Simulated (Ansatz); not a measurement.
# BSeS− (SMILES S=B[Se-]): single points off equilibrium

How do the functionals fare away from a minimum? The structure is a structure displaced at random from a GFN2-xTB minimum.

Program: Ansatz 0.2.0, Gaussian basis. Level of theory: single points in def2-TZVPPD. These are calculated values, not measurements.

Cores are frozen in the correlated methods. Filled d shells of the heavier atoms are correlated.

### 1 The system as given

SMILES `S=B[Se-]`, 3 atoms, charge -1, spin multiplicity 1.

Atoms are counted from 1 here; the program's logs count them from 0.

Bond lengths: S1–B2 1.617 Å, B2–Se3 1.764 Å. Angles: S1–B2–Se3 172.3°.

As a file:

```
S    -1.3365    0.7901   -0.6449
B    -0.0727    0.0779    0.0683
Se    1.3856   -0.7432    0.6272
```

### 2 CCSD(T)/def2-TZVPPD

run/in.yaml

```yaml
crystal:
  periodic: [false, false, false]
  atoms:
    - {symbol: S, position_ang: [-1.336500, 0.790100, -0.644900]}
    - {symbol: B, position_ang: [-0.072700, 0.077900, 0.068300]}
    - {symbol: Se, position_ang: [1.385600, -0.743200, 0.627200]}
basis:
  gaussian: {orbitals: "def2-TZVPPD.json"}
total_charge: -1
correlation: {method: ccsd_t}
output: {forces: true}
```

The basis file named in the input lies beside it (Basis Set Exchange, JSON).

No record of the launch command was kept for these runs.

### 3 PBE0-D4/def2-TZVPPD

run/in.yaml, as its differences from that of step 2:

```diff
@@ -9,3 +9,3 @@
 total_charge: -1
-correlation: {method: ccsd_t}
-output: {forces: true}
+hamiltonian: {xc: pbe0, dispersion: d4}
+output: {forces: true, orbitals: {seedname: orbitals}}
```

### 4 wB97M-V/def2-TZVPPD

run/in.yaml, as its differences from that of step 3:

```diff
@@ -9,3 +9,3 @@
 total_charge: -1
-hamiltonian: {xc: pbe0, dispersion: d4}
-output: {forces: true, orbitals: {seedname: orbitals}}
+hamiltonian: {xc: {name: wB97M-V}}
+output: {forces: true}
```

### 5 r2SCAN-D4/def2-TZVPPD

run/in.yaml, as its differences from that of step 4:

```diff
@@ -9,3 +9,3 @@
 total_charge: -1
-hamiltonian: {xc: {name: wB97M-V}}
+hamiltonian: {xc: r2scan, dispersion: d4}
 output: {forces: true}
```

### 6 PBE-D4/def2-TZVPPD

run/in.yaml, as its differences from that of step 5:

```diff
@@ -9,3 +9,3 @@
 total_charge: -1
-hamiltonian: {xc: r2scan, dispersion: d4}
+hamiltonian: {xc: pbe, dispersion: d4}
 output: {forces: true}
```

### 7 r2SCAN0-D4/def2-TZVPPD

run/in.yaml, as its differences from that of step 6:

```diff
@@ -9,3 +9,3 @@
 total_charge: -1
-hamiltonian: {xc: pbe, dispersion: d4}
+hamiltonian: {xc: {name: r2SCAN0}, dispersion: d4}
 output: {forces: true}
```

### 8 r2SCANh-D4/def2-TZVPPD

run/in.yaml, as its differences from that of step 7:

```diff
@@ -9,3 +9,3 @@
 total_charge: -1
-hamiltonian: {xc: {name: r2SCAN0}, dispersion: d4}
+hamiltonian: {xc: {name: r2SCANh}, dispersion: d4}
 output: {forces: true}
```

(Steps that only read results are left out.)

Q: Predict the outcome of this session. Wanted: RMS force component; RMS force error; HOMO and LUMO, PBE0-D4; T1 diagnostic.

The runs gave:

| quantity | value |
| --- | --- |
| RMS force component | 0.866 to 1.091 eV/Å over the methods |
| RMS force error | PBE0-D4 0.167, wB97M-V 0.188, r2SCAN-D4 0.129, PBE-D4 0.018, r2SCAN0-D4 0.233, r2SCANh-D4 0.172 eV/Å |
| HOMO and LUMO, PBE0-D4 | -1.62 and 3.18 eV |
| T1 diagnostic | 0.013 |

For forces PBE-D4 does best and r2SCAN0-D4 worst. Frozen-core CCSD(T) forces in triple zeta carry basis errors of their own, and this is one geometry, so small gaps rank nothing.
